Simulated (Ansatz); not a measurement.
# Ta3GaC3: one candidate of a structure search, part 2 of 3

The task: take a trial cell of Ta3GaC3 to zero force and stress.

Ansatz 0.2.0; DFT PBE, scalar-relativistic, plane waves, PAW. Earlier steps stand in the parts before.

**3. Rough relaxation on the coarse mesh**

input.yaml

```yaml
crystal:
  lattice:
    - [4.98557495, 0.0, 0.0]
    - [0.0, 4.98557495, 0.0]
    - [0.0, 0.0, 4.98557495]
  atoms:
    - { symbol: Ta, position: [0.0, 0.5, 0.5] }
    - { symbol: Ta, position: [0.5, 0.0, 0.5] }
    - { symbol: Ta, position: [0.5, 0.5, 0.0] }
    - { symbol: Ga, position: [0.0, 0.0, 0.0] }
    - { symbol: C, position: [0.5, 0.0, 0.0] }
    - { symbol: C, position: [0.0, 0.5, 0.0] }
    - { symbol: C, position: [0.0, 0.0, 0.5] }
basis:
  ecutwfc: 420
kpoints:
  mp_grid: { grid: [4, 4, 4] }
hamiltonian:
  xc: pbe
scf:
  occupations: { method: gaussian, width: 0.1 }
  lower_state_search: "off"
output:
  forces: true
  stress: true
  eigenvalues: true
relax:
  adjacent_minimum: "off"
  f_tol: 0.04
  max_steps: 70
  cell: { stress_tol: 0.4 }
```

Started as:

```sh
$ ansatz run input.yaml --threads 1 --pin off --max-ram 2048MiB --backend cpu --events-out ev --progress --plain --runs-dir out
```

The log of the run:

```text
Warning: RAYON_NUM_THREADS=1 ignored (pool sized by the plan → 1); use --threads N
Engine: ansatz 0.2.0, x86_64-unknown-linux-gnu
Pseudopotentials: kind: paw
Pseudopotential: Ta, paw, valence charge 13, recommended cutoff 420 eV (normal), Ta.paw.azcp
Pseudopotential: Ga, paw, valence charge 13, recommended cutoff 420 eV (normal), Ga.paw.azcp
Pseudopotential: C, paw, valence charge 4, recommended cutoff 420 eV (normal), C.paw.azcp
Functional definition: PBE
  parameter kappa = 0.804
  parameter beta = 0.06672455060314922
  exchange = pbe_x(kappa = kappa, mu = beta*pi^2/3)
  correlation = pbe_c(beta = beta)
Crystal: 7 atoms, lattice volume = 123.921 Å³
Basis set: ecut = 420 eV, 2469 PW (Γ), exchange–correlation on 72×72×72 points (8 copies of the dense FFT grid, shifted against one another)
Bands: 39, of which v1, the nominal top of the filled ones, is band 32 counted from 1 (31 counted from 0)
Symmetry: 48 space group operations
Space group: Pm-3m (ITA 221), of the structure as read, at distance tolerance 5.0e-5 Å
k-points: 10 of 64
Non-local potential: Ta, projectors of the file, l = 0: 3, l = 1: 2, l = 2: 2, l = 3: 1
Non-local potential: Ga, projectors of the file, l = 0: 2, l = 1: 2, l = 2: 3, l = 3: 1
Non-local potential: C, projectors of the file, l = 0: 2, l = 1: 2, l = 2: 1
PAW form: soft (Blöchl's): semilocal exchange-correlation on the pseudo side does not see the compensation charge
PAW one-centre angular grid: Ta, 590 points (default); XC on 64 Gauss nodes
PAW one-centre angular grid: Ga, 590 points (default); XC on 64 Gauss nodes
PAW one-centre angular grid: C, 110 points (default); XC on 64 Gauss nodes
Initial density: superposition of atomic densities (neutral atoms: chi_scale 0, normalization atom), corrected by the library's trained network
Initial wavefunctions: pseudopotential atomic-orbital guess
Functional: x = pbe(κ = 0.804, μ = 0.2195149727645171), c = pbe(β = 0.06672455060314922)
SCF iter   1: F=—  HF=-34324.973175 eV  |F-HF|=—  |Δ(HF+E_count)|=         —  Δρ=9.72e-3  dr2=1.82e-1  ethr=1.77e-3  ⟨swp⟩=4.6  Hψ=1504  notcnv=0
preconditioner: auto → Kerker (q_TF=auto, 2.444 Å⁻¹)  [metal: Δε(μ)=0.089 eV  Ē_g=7.988 eV  σ=0.100 eV  W_gap=0.46  n_scr=26 (ndim 8)  ℏωp=21.1 eV  f_vac=0.000  D(μ)=7.58/eV (n_scr^D=80)]
SCF iter   2: F=—  HF=-34324.946013 eV  |F-HF|=—  |Δ(HF+E_count)|=   2.72e-2  Δρ=4.02e-3  dr2=2.63e-2  ethr=2.84e-4  ⟨swp⟩=1.6  Hψ=479  notcnv=0
SCF iter   3: F=—  HF=-34324.941444 eV  |F-HF|=—  |Δ(HF+E_count)|=   4.57e-3  Δρ=9.07e-4  dr2=8.48e-4  ethr=4.11e-5  ⟨swp⟩=2.0  Hψ=502  notcnv=0
SCF iter   4: F=—  HF=-34324.941375 eV  |F-HF|=—  |Δ(HF+E_count)|=   6.96e-5  Δρ=2.30e-4  dr2=4.08e-5  ethr=1.33e-6  ⟨swp⟩=2.0  Hψ=574  notcnv=0
SCF iter   5: F=—  HF=-34324.941323 eV  |F-HF|=—  |Δ(HF+E_count)|=   5.22e-5  Δρ=8.96e-5  dr2=1.63e-5  ethr=6.37e-8  ⟨swp⟩=2.0  Hψ=541  notcnv=0
SCF iter   6: F=—  HF=-34324.941401 eV  |F-HF|=—  |Δ(HF+E_count)|=   7.80e-5  Δρ=2.88e-5  dr2=1.10e-6  ethr=2.55e-8  ⟨swp⟩=2.0  Hψ=565  notcnv=0
SCF iter   7: F=-34324.941400 eV  HF=-34324.941400 eV  |F-HF|=2.03e-8  |Δ(HF+E_count)|=   1.15e-7  Δρ=7.55e-6  dr2=7.63e-8  ethr=1.56e-10  ⟨swp⟩=8.9  Hψ=1548  notcnv=0
SCF 1 converged in 7 iterations: F = -34324.941400 eV  dr2 = 7.63e-8
relax step   1: F+E_penalty+E_count = -34324.94140047 eV  Δ(F+E_penalty+E_count) = +0.000e0 eV  max|allowed force component| = 2.845e-29 eV/Å  Δτ_max = 0.0000 Å  P = -40.319 GPa  Ω = 123.921 Å³  (7 SCF iters, dr2 threshold 1.00e-7 eV, accepted)
Crystal: 7 atoms, lattice volume = 106.667 Å³
Basis set: ecut = 420 eV, 2103 PW (Γ), exchange–correlation on 72×72×72 points (8 copies of the dense FFT grid, shifted against one another)
Initial density: handed on by an earlier stage of this run
Initial wavefunctions: those handed on with the density
iter 1 solved again at ethr=9.57e-4 eV; its pass at ethr=3.10e-3 eV (dr2=6.13e-1 eV) is discarded
SCF iter   1: F=—  HF=-34329.123193 eV  |F-HF|=—  |Δ(HF+E_count)|=         —  Δρ=2.01e-2  dr2=6.17e-1  ethr=9.57e-4  ⟨swp⟩=1.3  Hψ=2098  notcnv=0
preconditioner: auto → Kerker (q_TF=auto, 2.506 Å⁻¹)  [metal: Δε(μ)=0.086 eV  Ē_g=8.548 eV  σ=0.100 eV  W_gap=0.45  n_scr=26 (ndim 8)  ℏωp=22.7 eV  f_vac=0.000  D(μ)=5.98/eV (n_scr^D=56)]
SCF iter   2: F=—  HF=-34328.988604 eV  |F-HF|=—  |Δ(HF+E_count)|=   1.35e-1  Δρ=5.87e-3  dr2=6.52e-2  ethr=9.57e-4  ⟨swp⟩=2.1  Hψ=604  notcnv=0
preconditioner: auto → Resta (q_TF=auto, 2.506 Å⁻¹)  ε∞=8.1  [insulator: Δε(μ)=0.098 eV  Ē_g=8.537 eV  σ=0.100 eV  W_gap=0.50  n_scr=26 (ndim 8)  ℏωp=22.7 eV  f_vac=0.000  D(μ)=6.49/eV (n_scr^D=80)  ε∞_Penn≈8.1]
SCF iter   3: F=—  HF=-34328.972765 eV  |F-HF|=—  |Δ(HF+E_count)|=   1.58e-2  Δρ=2.79e-3  dr2=1.97e-2  ethr=1.02e-4  ⟨swp⟩=2.0  Hψ=497  notcnv=0
SCF iter   4: F=—  HF=-34328.967846 eV  |F-HF|=—  |Δ(HF+E_count)|=   4.92e-3  Δρ=9.53e-4  dr2=4.84e-4  ethr=3.08e-5  ⟨swp⟩=2.0  Hψ=614  notcnv=0  defer=2
SCF iter   5: F=—  HF=-34328.967056 eV  |F-HF|=—  |Δ(HF+E_count)|=   7.90e-4  Δρ=2.46e-4  dr2=7.21e-5  ethr=7.56e-7  ⟨swp⟩=2.0  Hψ=598  notcnv=0  defer=2
SCF iter   6: F=—  HF=-34328.967029 eV  |F-HF|=—  |Δ(HF+E_count)|=   2.75e-5  Δρ=4.79e-5  dr2=4.53e-6  ethr=1.13e-7  ⟨swp⟩=2.1  Hψ=611  notcnv=0  defer=2
SCF iter   7: F=-34328.967028 eV  HF=-34328.967028 eV  |F-HF|=5.35e-8  |Δ(HF+E_count)|=   6.90e-7  Δρ=1.14e-5  dr2=1.59e-7  ethr=1.09e-9  ⟨swp⟩=8.2  Hψ=1623  notcnv=0
SCF 2 converged in 7 iterations: F = -34328.967028 eV  dr2 = 1.59e-7
relax step   2: F+E_penalty+E_count = -34328.96702814 eV  Δ(F+E_penalty+E_count) = -4.026e0 eV  max|allowed force component| = 4.666e-29 eV/Å  Δτ_max = 0.0000 Å  P = -32.245 GPa  Ω = 106.667 Å³  energy of the carried Pulay correction = +1.660e-2 eV  (7 SCF iters, dr2 threshold 7.00e-7 eV, accepted)
Crystal: 7 atoms, lattice volume = 91.093 Å³
Basis set: ecut = 420 eV, 1791 PW (Γ), exchange–correlation on 72×72×72 points (8 copies of the dense FFT grid, shifted against one another)
iter 1 solved again at ethr=1.10e-3 eV; its pass at ethr=3.10e-3 eV (dr2=7.03e-1 eV) is discarded
SCF iter   1: F=—  HF=-34331.387992 eV  |F-HF|=—  |Δ(HF+E_count)|=         —  Δρ=2.44e-2  dr2=7.13e-1  ethr=1.10e-3  ⟨swp⟩=1.1  Hψ=2090  notcnv=0
preconditioner: auto → Kerker (q_TF=auto, 2.572 Å⁻¹)  [metal: Δε(μ)=0.062 eV  Ē_g=9.303 eV  σ=0.100 eV  W_gap=0.32  n_scr=26 (ndim 8)  ℏωp=24.6 eV  f_vac=0.000  D(μ)=6.13/eV (n_scr^D=80)]
SCF iter   2: F=—  HF=-34331.223135 eV  |F-HF|=—  |Δ(HF+E_count)|=   1.65e-1  Δρ=7.59e-3  dr2=8.32e-2  ethr=1.10e-3  ⟨swp⟩=2.2  Hψ=605  notcnv=0
SCF iter   3: F=—  HF=-34331.201078 eV  |F-HF|=—  |Δ(HF+E_count)|=   2.21e-2  Δρ=3.01e-3  dr2=2.02e-2  ethr=1.30e-4  ⟨swp⟩=2.1  Hψ=556  notcnv=0
SCF iter   4: F=—  HF=-34331.196110 eV  |F-HF|=—  |Δ(HF+E_count)|=   4.97e-3  Δρ=1.31e-3  dr2=1.06e-3  ethr=3.15e-5  ⟨swp⟩=2.0  Hψ=597  notcnv=0  defer=1
SCF iter   5: F=—  HF=-34331.194521 eV  |F-HF|=—  |Δ(HF+E_count)|=   1.59e-3  Δρ=4.24e-4  dr2=2.75e-4  ethr=1.65e-6  ⟨swp⟩=2.0  Hψ=601  notcnv=0  defer=1
SCF iter   6: F=—  HF=-34331.194450 eV  |F-HF|=—  |Δ(HF+E_count)|=   7.03e-5  Δρ=1.23e-4  dr2=3.65e-5  ethr=4.30e-7  ⟨swp⟩=2.0  Hψ=580  notcnv=0  defer=1
SCF iter   7: F=—  HF=-34331.194442 eV  |F-HF|=—  |Δ(HF+E_count)|=   8.69e-6  Δρ=3.11e-5  dr2=1.02e-6  ethr=5.71e-8  ⟨swp⟩=2.0  Hψ=491  notcnv=0  defer=1
SCF iter   8: F=-34331.194442 eV  HF=-34331.194442 eV  |F-HF|=1.53e-7  |Δ(HF+E_count)|=   1.50e-7  Δρ=1.06e-5  dr2=1.98e-7  ethr=1.09e-9  ⟨swp⟩=8.0  Hψ=1621  notcnv=0
SCF 3 converged in 8 iterations: F = -34331.194442 eV  dr2 = 1.98e-7
relax step   3: F+E_penalty+E_count = -34331.19444150 eV  Δ(F+E_penalty+E_count) = -2.227e0 eV  max|allowed force component| = 1.199e-29 eV/Å  Δτ_max = 0.0000 Å  P = -9.620 GPa  Ω = 91.093 Å³  energy of the carried Pulay correction = +3.388e-2 eV  (8 SCF iters, dr2 threshold 7.00e-7 eV, accepted)
Crystal: 7 atoms, lattice volume = 85.781 Å³
Basis set: ecut = 420 eV, 1743 PW (Γ), exchange–correlation on 72×72×72 points (8 copies of the dense FFT grid, shifted against one another)
iter 1 solved again at ethr=2.07e-4 eV; its pass at ethr=3.10e-3 eV (dr2=1.33e-1 eV) is discarded
SCF iter   1: F=—  HF=-34331.338660 eV  |F-HF|=—  |Δ(HF+E_count)|=         —  Δρ=1.11e-2  dr2=1.36e-1  ethr=2.07e-4  ⟨swp⟩=1.0  Hψ=2025  notcnv=0
preconditioner: auto → Kerker (q_TF=auto, 2.598 Å⁻¹)  [metal: Δε(μ)=0.060 eV  Ē_g=9.668 eV  σ=0.100 eV  W_gap=0.33  n_scr=26 (ndim 8)  ℏωp=25.4 eV  f_vac=0.000  D(μ)=6.20/eV (n_scr^D=80)]
SCF iter   2: F=—  HF=-34331.307384 eV  |F-HF|=—  |Δ(HF+E_count)|=   3.13e-2  Δρ=3.63e-3  dr2=1.89e-2  ethr=2.07e-4  ⟨swp⟩=2.0  Hψ=541  notcnv=0
SCF iter   3: F=—  HF=-34331.302138 eV  |F-HF|=—  |Δ(HF+E_count)|=   5.25e-3  Δρ=1.42e-3  dr2=4.37e-3  ethr=2.95e-5  ⟨swp⟩=2.0  Hψ=493  notcnv=0
SCF iter   4: F=—  HF=-34331.301013 eV  |F-HF|=—  |Δ(HF+E_count)|=   1.12e-3  Δρ=3.78e-4  dr2=7.77e-5  ethr=6.82e-6  ⟨swp⟩=2.0  Hψ=580  notcnv=0
SCF iter   5: F=—  HF=-34331.300778 eV  |F-HF|=—  |Δ(HF+E_count)|=   2.35e-4  Δρ=2.02e-4  dr2=3.01e-5  ethr=1.21e-7  ⟨swp⟩=2.1  Hψ=595  notcnv=0
SCF iter   6: F=—  HF=-34331.300771 eV  |F-HF|=—  |Δ(HF+E_count)|=   6.38e-6  Δρ=4.36e-5  dr2=3.61e-6  ethr=4.70e-8  ⟨swp⟩=2.0  Hψ=587  notcnv=0
SCF iter   7: F=-34331.300771 eV  HF=-34331.300771 eV  |F-HF|=5.31e-8  |Δ(HF+E_count)|=   5.67e-7  Δρ=1.13e-5  dr2=1.05e-7  ethr=1.09e-9  ⟨swp⟩=6.4  Hψ=1648  notcnv=0
the search or the solves at the SCF's close seem to have found levels that the self-consistency loop had missed (the run counts 1). By its estimate they hold under 1e-12 electrons; where the run keeps them, the occupations were computed again with them
SCF 4 converged in 7 iterations: F = -34331.300771 eV  dr2 = 1.05e-7
relax step   4: F+E_penalty+E_count = -34331.30077057 eV  Δ(F+E_penalty+E_count) = -1.063e-1 eV  max|allowed force component| = 4.297e-29 eV/Å  Δτ_max = 0.0000 Å  P = +4.202 GPa  Ω = 85.781 Å³  energy of the carried Pulay correction = +4.037e-2 eV  (7 SCF iters, dr2 threshold 7.00e-7 eV, accepted)
Crystal: 7 atoms, lattice volume = 87.243 Å³
iter 1 solved again at ethr=2.03e-5 eV; its pass at ethr=3.10e-3 eV (dr2=1.30e-2 eV) is discarded
SCF iter   1: F=—  HF=-34331.321780 eV  |F-HF|=—  |Δ(HF+E_count)|=         —  Δρ=3.40e-3  dr2=1.33e-2  ethr=2.03e-5  ⟨swp⟩=1.8  Hψ=1822  notcnv=0
preconditioner: auto → Kerker (q_TF=auto, 2.591 Å⁻¹)  [metal: Δε(μ)=0.042 eV  Ē_g=9.649 eV  σ=0.100 eV  W_gap=0.23  n_scr=26 (ndim 8)  ℏωp=25.1 eV  f_vac=0.000  D(μ)=7.11/eV (n_scr^D=80)]
SCF iter   2: F=—  HF=-34331.318807 eV  |F-HF|=—  |Δ(HF+E_count)|=   2.97e-3  Δρ=1.15e-3  dr2=2.05e-3  ethr=2.03e-5  ⟨swp⟩=2.0  Hψ=522  notcnv=0
SCF iter   3: F=—  HF=-34331.318259 eV  |F-HF|=—  |Δ(HF+E_count)|=   5.49e-4  Δρ=4.80e-4  dr2=5.22e-4  ethr=3.20e-6  ⟨swp⟩=2.2  Hψ=496  notcnv=0
SCF iter   4: F=—  HF=-34331.318104 eV  |F-HF|=—  |Δ(HF+E_count)|=   1.55e-4  Δρ=1.23e-4  dr2=8.40e-6  ethr=8.16e-7  ⟨swp⟩=2.0  Hψ=579  notcnv=0
SCF iter   5: F=—  HF=-34331.318080 eV  |F-HF|=—  |Δ(HF+E_count)|=   2.35e-5  Δρ=6.68e-5  dr2=4.39e-6  ethr=1.31e-8  ⟨swp⟩=2.1  Hψ=590  notcnv=0
SCF iter   6: F=-34331.318079 eV  HF=-34331.318079 eV  |F-HF|=2.58e-7  |Δ(HF+E_count)|=   1.03e-6  Δρ=1.46e-5  dr2=3.37e-7  ethr=1.09e-9  ⟨swp⟩=3.5  Hψ=1566  notcnv=0
SCF 5 converged in 6 iterations: F = -34331.318079 eV  dr2 = 3.37e-7
relax step   5: F+E_penalty+E_count = -34331.31807887 eV  Δ(F+E_penalty+E_count) = -1.731e-2 eV  max|allowed force component| = 1.580e-29 eV/Å  Δτ_max = 0.0000 Å  P = +0.040 GPa  Ω = 87.243 Å³  energy of the carried Pulay correction = +3.855e-2 eV  (6 SCF iters, dr2 threshold 7.00e-7 eV, accepted)
Basis set: ecut = 420 eV, 1743 PW (Γ), exchange–correlation on 60×60×60 points (8 copies of the dense FFT grid, shifted against one another)
Initial wavefunctions: pseudopotential atomic-orbital guess (no wavefunctions were taken with the density)
iter 1 solved again at ethr=9.31e-8 eV; its pass at ethr=3.10e-3 eV (dr2=5.96e-5 eV) is discarded
SCF iter   1: F=—  HF=-34331.305575 eV  |F-HF|=—  |Δ(HF+E_count)|=         —  Δρ=4.70e-4  dr2=4.27e-5  ethr=9.31e-8  ⟨swp⟩=3.1  Hψ=2489  notcnv=0
preconditioner: auto → Kerker (q_TF=auto, 2.591 Å⁻¹)  [metal: Δε(μ)=0.045 eV  Ē_g=9.627 eV  σ=0.100 eV  W_gap=0.25  n_scr=26 (ndim 8)  ℏωp=25.1 eV  f_vac=0.000  D(μ)=7.01/eV (n_scr^D=80)]
SCF iter   2: F=—  HF=-34331.305612 eV  |F-HF|=—  |Δ(HF+E_count)|=   3.73e-5  Δρ=3.39e-4  dr2=3.35e-5  ethr=6.67e-8  ⟨swp⟩=2.0  Hψ=576  notcnv=0
SCF iter   3: F=—  HF=-34331.305733 eV  |F-HF|=—  |Δ(HF+E_count)|=   1.21e-4  Δρ=9.39e-5  dr2=2.33e-6  ethr=5.23e-8  ⟨swp⟩=2.0  Hψ=528  notcnv=0
SCF iter   4: F=—  HF=-34331.305731 eV  |F-HF|=—  |Δ(HF+E_count)|=   2.19e-6  Δρ=1.70e-5  dr2=1.80e-7  ethr=3.63e-9  ⟨swp⟩=2.0  Hψ=571  notcnv=0
SCF iter   5: F=—  HF=-34331.305731 eV  |F-HF|=—  |Δ(HF+E_count)|=   2.64e-7  Δρ=6.95e-6  dr2=3.31e-8  ethr=2.82e-10  ⟨swp⟩=2.0  Hψ=579  notcnv=0
SCF iter   6: F=-34331.305731 eV  HF=-34331.305731 eV  |F-HF|=6.48e-10  |Δ(HF+E_count)|=   3.30e-8  Δρ=1.58e-6  dr2=1.47e-9  ethr=7.00e-12  ⟨swp⟩=3.0  Hψ=1516  notcnv=0
SCF 6 converged in 6 iterations: F = -34331.305731 eV  dr2 = 1.47e-9
relax step   6: F+E_penalty+E_count = -34331.30573142 eV  Δ(F+E_penalty+E_count) = +1.235e-2 eV  max|allowed force component| = 3.260e-30 eV/Å  Δτ_max = 0.0000 Å  P = -0.117 GPa  Ω = 87.243 Å³  stress off target by 1.17e-1 GPa  SCF on the basis re-selected at this cell (its energy is not comparable with the rows above)  (6 SCF iters)
basis re-selected at this cell: Δ(F+E_penalty+E_count) = +1.235e-2 eV, ΔP = -0.157 GPa vs the last step (what re-selecting the basis moved, of the pressure what is left beyond the Pulay correction that the steps carried, after the strain that the cell walked since its last selection, with what the two solves' SCF thresholds leave and, on support functions, any second-order correction that the steps lacked; it is no measure of the basis error at this ecutwfc). The dense FFT grid was sized anew with the basis: this SCF ran on 30×30×30 points, the steps before it on 36×36×36, so part of this shift can come from that change (see relax.cell in the input reference). This SCF's stress stands 1.17e-1 GPa from its target on what of the cell is left free (relax.cell.stress_tol is 4.00e-1 GPa) and its largest allowed force component is 3.26e-30 eV/Å (relax.f_tol is 4.00e-2 eV/Å): within both
SCF converged after 6 iterations
Free energy (F): -34331.305731 eV
Harris-Foulkes:  -34331.305731 eV  (|F-HF|=6.48e-10)
Internal energy: -34331.270715 eV  (E = F + TS)
E sigma→0 (E₀):  -34331.288223 eV
Entropy (-TS):   -0.035016 eV (-5.002 meV/atom)
Fermi energy:    16.570738 eV
--- Per-component energies (eV) ---
  E_band       = -264.111369
  E_kinetic    = 1478.076283
  E_local      = -3567.381996  (includes V_loc(G=0)·N_el)
  E_nonlocal   = 552.055335
  E_hartree    = 1450.837152
  E_xc         = -868.256298
  E_vxc        = -848.715961  (∫ρ·V_xc dr)
  E_paw        = -27481.463208  (= ΣΔE_a)
  E_vpaw       = -779.820993  (= ΣTr[D̂ρ^β])
  E_aug_tail   = 0.000378  (compensation charges beyond the density's cutoff)
  E_ewald      = -5895.138361
  E_smearing   = -0.035016  (= −TS)
  E_closure    = 0.000000  (closes the sum)
  Σ components = -34331.305731   (vs F -34331.305731, Δ=0.00e0)
--- Forces (eV/Å), atoms counted from 1 ---
  atom   1  Ta     0.00000000     0.00000000    -0.00000000
  atom   2  Ta     0.00000000     0.00000000    -0.00000000
  atom   3  Ta    -0.00000000     0.00000000    -0.00000000
  atom   4  Ga    -0.00000000     0.00000000     0.00000000
  atom   5  C      0.00000000     0.00000000     0.00000000
  atom   6  C      0.00000000     0.00000000     0.00000000
  atom   7  C     -0.00000000    -0.00000000     0.00000000
  max |Σ_I F_I| component: 5.72e-30 eV/Å
--- Stress (GPa, compression-positive) ---
       -0.117076      -0.000000      -0.000000
       -0.000000      -0.117076      -0.000000
       -0.000000      -0.000000      -0.117076
  P = ⅓ Tr σ = -0.1171 GPa (-1.171 kbar)
--- Band table (eV; the first three rows and the last of 10) ---
  k-point 0: bands = ["-51.4074", "-51.3610", "-51.3610", "-18.1470", "-18.1470", "-18.1470", "-17.9537", "-17.9537", "-17.9537", "-17.6363", "-17.6363", "-17.6363", "1.3144", "1.3144", "1.5871", "1.5871", "1.5871", "2.4877", "5.9361", "5.9361", "11.7106", "11.7106", "11.7106", "11.8111", "14.0959", "14.0959", "14.0959", "15.9968", "15.9968", "15.9968", "16.2688", "16.2688", "16.2688", "16.5075", "17.6638", "17.6638", "17.6638", "19.3131", "19.3131"]
  k-point 1: bands = ["-51.4015", "-51.3669", "-51.3610", "-18.1140", "-18.1140", "-18.1021", "-17.9656", "-17.9656", "-17.9586", "-17.6939", "-17.6586", "-17.6586", "1.3405", "1.3659", "1.5877", "1.5884", "1.5884", "2.9742", "5.4774", "6.3548", "11.0856", "11.3915", "11.3915", "12.5390", "13.9297", "14.2291", "14.3273", "14.3476", "14.3476", "15.4931", "15.4931", "16.5038", "16.5038", "17.1598", "18.3126", "18.7801", "18.7801", "18.8590", "19.4632"]
  k-point 2: bands = ["-51.3920", "-51.3764", "-51.3609", "-18.0663", "-18.0663", "-18.0393", "-17.9910", "-17.9910", "-17.9634", "-17.7694", "-17.6823", "-17.6823", "1.3651", "1.4175", "1.5884", "1.5897", "1.5897", "4.0122", "4.4333", "6.9117", "11.0602", "11.1350", "11.1350", "12.3466", "12.5909", "13.4654", "14.6482", "14.6562", "14.6562", "14.9302", "14.9302", "16.5926", "17.1388", "17.1388", "17.2818", "19.1071", "19.1071", "19.5603", "20.8767"]
  k-point 9: bands = ["-51.3764", "-51.3764", "-51.3764", "-18.2149", "-18.2149", "-18.2149", "-18.1214", "-17.7760", "-17.7760", "-17.7760", "-17.5832", "-17.5832", "1.4782", "1.4782", "1.5619", "1.5619", "1.5619", "6.5444", "6.5444", "6.5444", "6.7136", "10.2420", "10.2420", "10.2420", "12.0547", "12.0547", "12.0547", "15.6408", "15.6408", "15.8112", "15.8112", "15.8112", "16.5477", "19.0690", "20.3532", "20.3532", "20.3532", "21.2119", "21.2119"]
--- Relaxed structure (5 steps of the walk, 5 accepted, 1 SCFs on fresh bases) ---
  F+E_penalty+E_count = -34331.30573142 eV   max|allowed force component| = 3.260e-30 eV/Å   (the final SCF, on the basis selected at the relaxed cell)
  cell:  # Å, volume = 87.2435 Å³
    - [4.435176956150128, -3.0092655381050564e-33, 3.0172902462066694e-33]
    - [3.667291602437361e-33, 4.435176956150128, 5.135813185032629e-34]
    - [-2.6321042573292226e-33, 5.135813185032629e-34, 4.435176956150128]
  atoms:
    - { symbol: Ta, position: [3.3484396288035027e-47, 0.5, 0.5] }
    - { symbol: Ta, position: [0.5, -1.281857954960217e-47, 0.5] }
    - { symbol: Ta, position: [0.5, 0.5, 7.269920011450772e-48] }
    - { symbol: Ga, position: [1.2730782604134634e-47, -6.639874294558918e-48, 2.2220051773130252e-48] }
    - { symbol: C, position: [0.5, -2.608618357049983e-48, -5.516586361630292e-48] }
    - { symbol: C, position: [2.600065509977688e-47, 0.5, -4.56508212483747e-48] }
    - { symbol: C, position: [9.793009897777805e-48, 2.115760544508982e-47, 0.5] }
```

It took 17 s on 1 thread of Intel Xeon Platinum 8488C (Sapphire Rapids), shared host; peak memory 0.54 GiB.

Step by step:

```csv
step,E - E(step 1) (eV/cell),largest force component (eV/Å),pressure (GPa),volume (Å³)
1,0.0000,0.0000,-40.32,123.92
2,-4.0256,0.0000,-32.25,106.67
3,-6.2530,0.0000,-9.62,91.09
4,-6.3594,0.0000,4.20,85.78
5,-6.3767,0.0000,0.04,87.24
6,-6.3643,0.0000,-0.12,87.24
```

Step 1 is the start. Step 6 repeats the geometry before it on a plane-wave basis chosen anew for that cell, so its energy need not be comparable with the rows above.

|  | before | after | change |
| --- | --- | --- | --- |
| a (Å) | 4.986 | 4.435 | -11.0 % |
| b (Å) | 4.986 | 4.435 | -11.0 % |
| c (Å) | 4.986 | 4.435 | -11.0 % |
| volume (Å³/atom) | 17.70 | 12.46 | -29.6 % |
| shortest distance (Å) | 2.493 | 2.218 | -11.0 % |
| space group (0.01 Å) | Pm-3m | Pm-3m | same |

Forces and stress were held to the start's 48 operations: a distortion of lower symmetry was not tested.

(Part 2 of 3 ends here.)
